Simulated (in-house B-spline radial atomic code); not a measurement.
# Ge⁹⁺: ionisation energy by several methods

An exercise on one series of results from a longer session: the logs are not shown, and one member is left open.

Program: in-house B-spline radial atomic code version 1. Level of theory: non-relativistic, several functionals, spin-polarised; spherical all-electron atom at the radial basis limit. These are calculated values, not measurements, unless marked.

## Starting point

```
element       : germanium (Z = 32)
charge        : +9
electrons     : 23
configuration : [Ar] 3d5
nucleus       : point
```

The outer shells:

[Ar] 3d5
```
[Ar] core
3d [↑ ][↑ ][↑ ][↑ ][↑ ]
```

Where spins are not typed, each open shell is filled with up spins first.

The first run:

The run's settings:

```ini
Z = 32
electrons = 23.0
configuration = [Ar] 3d5
hamiltonian = nr
method = r2scan
spin_polarised = True
```

Steps of the session up to this table: r2SCAN, a meta-GGA; M06-L, a meta-GGA; RPBE, a GGA; PBE, a GGA; PW91, a GGA; BP86, a GGA; OLYP, a GGA; BLYP, a GGA.

One of the session's tables, all rows but one given; the rest of the session is left out.

```
method  ΔSCF (eV)
  RPBE     253.12
   PBE     253.15
  PW91          ?
  BP86     253.15
  OLYP     254.45
  BLYP     252.99
r2SCAN     254.56
 M06-L     254.66
```

Q: Estimate the row for PW91 from the others.

The run gave: ΔSCF (eV): 253.32. In the column «ΔSCF (eV)» it lies between BP86 (253.15) and OLYP (254.45).

Limits of these values: Meta-GGA runs start from a PBE run whose iterations are not counted. These runs leave out relativity, which matters at this nuclear charge.
